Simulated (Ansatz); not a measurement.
**H6NPSSi: one species, many methods**

How much do the methods differ for H6NPSSi? The plan is to run it at one geometry with functionals of several rungs and with coupled cluster, and see how far each lands from CCSD(T) at the basis-set limit for the atomisation energy.

Program: Ansatz 0.2.0, Gaussian basis. Level of theory: functionals in def2-TZVPP, the program's frozen cores in correlated methods. These are calculated values, not measurements.

Plan: LDA (SPW92), PBE-D4, revPBE-D4, BLYP-D4, r2SCAN-D4, B97M-V, PBE0-D4, B3LYP-D4, r2SCANh-D4, r2SCAN0-D4, HSE06-D4, BHLYP-D4, CAM-B3LYP-D4, LC-ωPBE, ωB97X-V, ωB97M-V, B2PLYP, PBE-QIDH; CCSD(T)/def2-SVP; CCSD(T)/def2-TZVPP; MP2/def2-QZVPP; extrapolation to the limit; RPA on PBE.

## 1. The geometry

An earlier PBE0-D4 in a triple-zeta def2 set relaxation fixed the geometry.

SMILES `[SiH3]NPS`, 10 atoms, charge 0, spin multiplicity 1.

Atoms are counted from 1 here; the program's logs count them from 0.

Bond lengths: Si1–N2 1.738 Å, Si1–H5 1.486 Å, Si1–H6 1.486 Å, Si1–H7 1.484 Å, N2–P3 1.697 Å, N2–H8 1.010 Å, P3–S4 2.132 Å, P3–H9 1.418 Å, S4–H10 1.343 Å. Angles: N2–Si1–H5 113.7°, N2–Si1–H6 108.0°, N2–Si1–H7 106.9°, H5–Si1–H6 108.5°, H5–Si1–H7 108.9°, H6–Si1–H7 111.0°, Si1–N2–P3 127.5°, Si1–N2–H8 117.8°, P3–N2–H8 112.3°, N2–P3–S4 107.7°, N2–P3–H9 97.4°, S4–P3–H9 90.6°, P3–S4–H10 95.2°.

## 2. LDA

This LDA is Slater exchange with PW92 correlation.

Input file in.yaml:

```yaml
crystal:
  periodic: [false, false, false]
  atoms:
    - {symbol: Si, position_ang: [-1.008066, 1.086095, -0.115202]}
    - {symbol: N, position_ang: [-0.716949, -0.601777, 0.177990]}
    - {symbol: P, position_ang: [0.717300, -1.321115, 0.729161]}
    - {symbol: S, position_ang: [2.313359, -0.594541, -0.483094]}
    - {symbol: H, position_ang: [-0.483740, 1.563845, -1.421203]}
    - {symbol: H, position_ang: [-2.476956, 1.309824, -0.087876]}
    - {symbol: H, position_ang: [-0.336350, 1.835069, 0.975557]}
    - {symbol: H, position_ang: [-1.340036, -1.269486, -0.252316]}
    - {symbol: H, position_ang: [1.025081, -0.367151, 1.732606]}
    - {symbol: H, position_ang: [2.389758, -1.691962, -1.252721]}
basis:
  gaussian: {orbitals: def2-TZVPP}
hamiltonian: {xc: lda}
output: {orbitals: {seedname: orbitals}}
```

Launch:

```console
> ansatz run in.yaml --threads 2 --pin off --events-out ev --progress --plain --max-ram 4352MiB
```

After this run come: PBE-D4 (GGA); revPBE-D4 (GGA); BLYP-D4 (GGA); r2SCAN-D4 (meta-GGA); B97M-V (meta-GGA); B3LYP-D4 (hybrid); r2SCANh-D4 (hybrid); r2SCAN0-D4 (hybrid); HSE06-D4 (hybrid); BHLYP-D4 (hybrid); CAM-B3LYP-D4 (range-separated); LC-ωPBE (range-separated); ωB97X-V (range-separated); ωB97M-V (range-separated); B2PLYP (double hybrid); PBE-QIDH (double hybrid); CCSD(T) in def2-SVP; CCSD(T) in def2-TZVPP; MP2 in def2-QZVPP; RPA on PBE orbitals.

**Question.** What will the summary of the whole plan be? Wanted: atomisation energy, CCSD(T)/CBS; farthest beyond LDA; mean size of error, GGA; mean size of error, meta-GGA; mean size of error, hybrid; mean size of error, range-separated; mean size of error, double hybrid; gap, smallest and largest; T1 diagnostic.

The runs gave:

| quantity | value |
| --- | --- |
| atomisation energy, CCSD(T)/CBS | 31.200 eV |
| functionals within 0.156 eV (0.5 %) | BLYP-D4, r2SCAN-D4 |
| farthest beyond LDA | BHLYP-D4 (-0.643 eV) |
| mean size of error, GGA | 0.231 eV |
| mean size of error, meta-GGA | 0.202 eV |
| mean size of error, hybrid | 0.356 eV |
| mean size of error, range-separated | 0.389 eV |
| mean size of error, double hybrid | 0.548 eV |
| gap, smallest and largest | 4.75 eV (LDA (SPW92)), 11.61 eV (LC-ωPBE) |
| T1 diagnostic | 0.0127 |
| triples share of the correlation energy | 4.1 % |

What this shows: LDA overbinds by 4.417 eV (14 %). PBE-D4 misses by +0.264 eV. Double hybrids carry the basis error of their MP2 part in triple zeta, and no dispersion term here, so their miss is partly the set-up's. Taken by rung, meta-GGA functionals do best (0.202 eV on average) and double hybrid ones worst beyond LDA (0.548 eV). The gap between the best rungs is small, so their order is not settled. Misses under about 0.156 eV are within the doubt on the reference itself, which lacks core-valence correlation, relativity and higher excitations. Hartree-Fock recovers 68 % of the binding; the rest is correlation. CCSD(T) in def2-SVP is off by -3.185 eV, so the small basis spoils what the method gains. The gap grows from 4.7 to 11.6 eV across the functionals, mostly with the share of exact exchange.
